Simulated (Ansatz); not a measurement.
# Si62As: the cost of one run

Computed with Ansatz 0.2.0 (DFT LDA, scalar-relativistic, plane waves, PAW, unless a step's input says otherwise).

## Step 1: Starting point

The structure is triclinic, space group P1 (No. 1). The conventional cell has a = 10.860 Å, b = 10.860 Å, c = 10.860 Å, α = 90.00°, β = 90.00°, γ = 90.00°. Si (site symmetry 1) has 4 Si at 2.34 to 2.43 Å as nearest neighbours. Si (site symmetry 1) has 4 Si at 2.30 to 2.37 Å as nearest neighbours. Si (site symmetry 1) is surrounded by 4 Si at 2.31 to 2.38 Å. Si (site symmetry 1) is surrounded by 4 Si at 2.28 to 2.41 Å. Si (site symmetry 1) is surrounded by 4 Si at 2.27 to 2.41 Å. Si (site symmetry 1) has 4 Si at 2.32 to 2.33 Å as nearest neighbours. Si (site symmetry 1) is surrounded by 4 Si at 2.28 to 2.38 Å. Only part of the 63 independent sites is listed.

The input asks for a charge of -2 e on the cell.

Coordinates:

```cif
data_structure
_symmetry_space_group_name_H-M 'P1'
_symmetry_Int_Tables_number 1
_cell_length_a 10.8600
_cell_length_b 10.8600
_cell_length_c 10.8600
_cell_angle_alpha 90.000
_cell_angle_beta 90.000
_cell_angle_gamma 90.000
_cell_volume 1280.82
loop_
_atom_site_label
_atom_site_type_symbol
_atom_site_symmetry_multiplicity
_atom_site_Wyckoff_symbol
_atom_site_fract_x
_atom_site_fract_y
_atom_site_fract_z
_atom_site_occupancy
Si1 Si 1 a 0.50498 0.99991 0.00109 1
Si2 Si 1 a 0.62908 0.12527 0.12687 1
Si3 Si 1 a 0.75549 0.25005 0.99949 1
Si4 Si 1 a 0.87643 0.37716 0.12613 1
Si5 Si 1 a 0.74537 0.99873 0.25059 1
Si6 Si 1 a 0.87512 0.12198 0.38116 1
Si7 Si 1 a 0.00082 0.99853 0.00012 1
Si8 Si 1 a 0.12131 0.12345 0.12634 1
Si9 Si 1 a 0.24631 0.25358 0.00268 1
Si10 Si 1 a 0.38036 0.37412 0.12557 1
Si11 Si 1 a 0.49898 0.49630 0.99814 1
Si12 Si 1 a 0.62222 0.62790 0.12431 1
Si13 Si 1 a 0.74797 0.75112 0.99961 1
Si14 Si 1 a 0.87478 0.87647 0.12380 1
Si15 Si 1 a 0.24484 0.00181 0.24425 1
Si16 Si 1 a 0.37397 0.12189 0.38178 1
Si17 Si 1 a 0.49742 0.25143 0.24743 1
Si18 Si 1 a 0.62798 0.37380 0.37001 1
Si19 Si 1 a 0.74643 0.49473 0.25047 1
As1 As 1 a 0.87669 0.61936 0.37375 1
Si20 Si 1 a 0.49887 0.99758 0.50127 1
Si21 Si 1 a 0.62811 0.12792 0.62430 1
Si22 Si 1 a 0.75740 0.24714 0.49988 1
Si23 Si 1 a 0.88103 0.37697 0.62560 1
Si24 Si 1 a 0.75340 0.00486 0.74790 1
Si25 Si 1 a 0.87492 0.12298 0.87917 1
Si26 Si 1 a 0.99574 0.49868 0.99840 1
Si27 Si 1 a 0.12255 0.62475 0.12902 1
Si28 Si 1 a 0.25254 0.75014 0.99842 1
Si29 Si 1 a 0.37624 0.87405 0.12513 1
Si30 Si 1 a 0.99982 0.24729 0.25215 1
Si31 Si 1 a 0.12776 0.37534 0.37615 1
Si32 Si 1 a 0.24768 0.49696 0.24632 1
Si33 Si 1 a 0.37622 0.62618 0.36902 1
Si34 Si 1 a 0.50105 0.75353 0.24742 1
Si35 Si 1 a 0.62583 0.87716 0.37375 1
Si36 Si 1 a 0.99978 0.00068 0.49829 1
Si37 Si 1 a 0.12396 0.12545 0.62870 1
Si38 Si 1 a 0.24782 0.24749 0.50407 1
Si39 Si 1 a 0.37474 0.37568 0.62758 1
Si40 Si 1 a 0.50411 0.49555 0.50255 1
Si41 Si 1 a 0.62652 0.62486 0.62558 1
Si42 Si 1 a 0.87607 0.87226 0.62445 1
Si43 Si 1 a 0.25181 0.99635 0.74880 1
Si44 Si 1 a 0.36837 0.12478 0.87563 1
Si45 Si 1 a 0.50175 0.24877 0.74823 1
Si46 Si 1 a 0.63084 0.37486 0.87107 1
Si47 Si 1 a 0.75252 0.50391 0.75353 1
Si48 Si 1 a 0.87098 0.62436 0.87393 1
Si49 Si 1 a 0.00227 0.74761 0.25398 1
Si50 Si 1 a 0.12138 0.87600 0.36996 1
Si51 Si 1 a 0.00386 0.50112 0.49863 1
Si52 Si 1 a 0.12216 0.62701 0.62097 1
Si53 Si 1 a 0.25166 0.75000 0.50089 1
Si54 Si 1 a 0.37729 0.87690 0.62422 1
Si55 Si 1 a 0.00015 0.25190 0.75031 1
Si56 Si 1 a 0.12190 0.37726 0.87545 1
Si57 Si 1 a 0.24849 0.49504 0.74705 1
Si58 Si 1 a 0.37339 0.62464 0.87296 1
Si59 Si 1 a 0.49846 0.74961 0.74619 1
Si60 Si 1 a 0.62112 0.87165 0.87263 1
Si61 Si 1 a 0.00153 0.74957 0.75460 1
Si62 Si 1 a 0.12583 0.87717 0.87653 1
```

## Step 2: End point A relaxed

Input file input.yaml:

```yaml
crystal:
  lattice:
    - [10.86, 0.0, 0.0]
    - [0.0, 10.86, 0.0]
    - [0.0, 0.0, 10.86]
  atoms:
    - { symbol: Si, position: [0.5049789, -8.56e-05, 0.0010883] }
    - { symbol: Si, position: [0.6290815, 0.125273, 0.1268663] }
    - { symbol: Si, position: [0.7554937, 0.2500523, -0.0005065] }
    - { symbol: Si, position: [0.8764296, 0.3771562, 0.1261298] }
    - { symbol: Si, position: [0.7453745, -0.0012691, 0.2505914] }
    - { symbol: Si, position: [0.8751186, 0.1219774, 0.3811612] }
    - { symbol: Si, position: [0.0008182, -0.0014728, 0.0001172] }
    - { symbol: Si, position: [0.1213134, 0.1234549, 0.1263424] }
    - { symbol: Si, position: [0.2463092, 0.2535815, 0.0026823] }
    - { symbol: Si, position: [0.3803602, 0.3741188, 0.1255668] }
    - { symbol: Si, position: [0.4989826, 0.4963037, -0.0018573] }
    - { symbol: Si, position: [0.6222166, 0.6278999, 0.1243148] }
    - { symbol: Si, position: [0.7479709, 0.751119, -0.0003922] }
    - { symbol: Si, position: [0.8747759, 0.8764675, 0.123796] }
    - { symbol: Si, position: [0.2448381, 0.0018067, 0.2442488] }
    - { symbol: Si, position: [0.3739733, 0.1218921, 0.3817762] }
    - { symbol: Si, position: [0.4974239, 0.2514257, 0.2474261] }
    - { symbol: Si, position: [0.6279821, 0.3737958, 0.3700059] }
    - { symbol: Si, position: [0.7464343, 0.4947272, 0.2504721] }
    - { symbol: As, position: [0.8766855, 0.6193581, 0.373747], spin: 1.0 }
    - { symbol: Si, position: [0.498871, -0.0024178, 0.5012737] }
    - { symbol: Si, position: [0.6281105, 0.1279219, 0.6243043] }
    - { symbol: Si, position: [0.7573991, 0.2471436, 0.4998793] }
    - { symbol: Si, position: [0.8810302, 0.3769721, 0.6255968] }
    - { symbol: Si, position: [0.7533965, 0.0048643, 0.7479049] }
    - { symbol: Si, position: [0.8749211, 0.1229782, 0.8791697] }
    - { symbol: Si, position: [-0.0042619, 0.4986815, -0.0016033] }
    - { symbol: Si, position: [0.1225467, 0.6247548, 0.1290222] }
    - { symbol: Si, position: [0.2525405, 0.7501446, -0.0015812] }
    - { symbol: Si, position: [0.376238, 0.8740531, 0.1251337] }
    - { symbol: Si, position: [-0.0001774, 0.2472945, 0.2521528] }
    - { symbol: Si, position: [0.1277623, 0.3753392, 0.3761467] }
    - { symbol: Si, position: [0.2476815, 0.4969632, 0.2463208] }
    - { symbol: Si, position: [0.376217, 0.6261756, 0.3690249] }
    - { symbol: Si, position: [0.5010524, 0.7535279, 0.2474239] }
    - { symbol: Si, position: [0.6258338, 0.8771603, 0.3737484] }
    - { symbol: Si, position: [-0.0002238, 0.0006774, 0.4982929] }
    - { symbol: Si, position: [0.1239644, 0.1254534, 0.6286966] }
    - { symbol: Si, position: [0.2478231, 0.2474879, 0.5040677] }
    - { symbol: Si, position: [0.3747389, 0.375682, 0.6275838] }
    - { symbol: Si, position: [0.5041084, 0.4955513, 0.5025535] }
    - { symbol: Si, position: [0.62652, 0.6248624, 0.6255772] }
    - { symbol: Si, position: [0.8760672, 0.8722568, 0.624448] }
    - { symbol: Si, position: [0.2518136, -0.003655, 0.7488018] }
    - { symbol: Si, position: [0.3683696, 0.1247808, 0.8756253] }
    - { symbol: Si, position: [0.5017539, 0.2487658, 0.7482253] }
    - { symbol: Si, position: [0.6308396, 0.374861, 0.8710702] }
    - { symbol: Si, position: [0.7525157, 0.5039078, 0.7535307] }
    - { symbol: Si, position: [0.8709756, 0.6243574, 0.8739278] }
    - { symbol: Si, position: [0.0022734, 0.7476117, 0.2539769] }
    - { symbol: Si, position: [0.1213795, 0.8760007, 0.3699561] }
    - { symbol: Si, position: [0.0038556, 0.5011221, 0.4986329] }
    - { symbol: Si, position: [0.1221563, 0.6270086, 0.6209674] }
    - { symbol: Si, position: [0.2516607, 0.749997, 0.5008918] }
    - { symbol: Si, position: [0.377295, 0.8769033, 0.6242159] }
    - { symbol: Si, position: [0.0001471, 0.2518988, 0.7503077] }
    - { symbol: Si, position: [0.1218994, 0.3772604, 0.8754506] }
    - { symbol: Si, position: [0.2484927, 0.4950351, 0.7470543] }
    - { symbol: Si, position: [0.3733894, 0.6246413, 0.8729594] }
    - { symbol: Si, position: [0.4984589, 0.7496144, 0.7461856] }
    - { symbol: Si, position: [0.6211198, 0.8716461, 0.8726282] }
    - { symbol: Si, position: [0.0015303, 0.7495668, 0.7545959] }
    - { symbol: Si, position: [0.125826, 0.8771729, 0.8765251] }
magnetization:
  spin_polarized: true
total_charge: -2
basis:
  ecutwfc: 420.0
kpoints:
  mp_grid: { grid: [1, 1, 1] }
hamiltonian:
  xc: lda
  pseudopotentials: { kind: paw, azcp: { folder: soft_1 } }
scf:
  occupations: { method: gaussian, width: 0.05 }
  lower_state_search: "off"
relax:
  f_tol: 0.03
  max_steps: 60
  adjacent_minimum: "off"
output:
  write_density: true
  write_potential: true
  elf: true
  volumetric_format: npy
```

Command:

```bash
> ansatz run input.yaml --threads 4 --pin off --max-ram 10240MiB --backend cpu --events-out ev --progress --plain --runs-dir out
```

Q: Estimate wall time and peak memory on 4 threads of Arm Neoverse V1, shared host.

About 2.9 min, with a peak of 1.6 GiB.
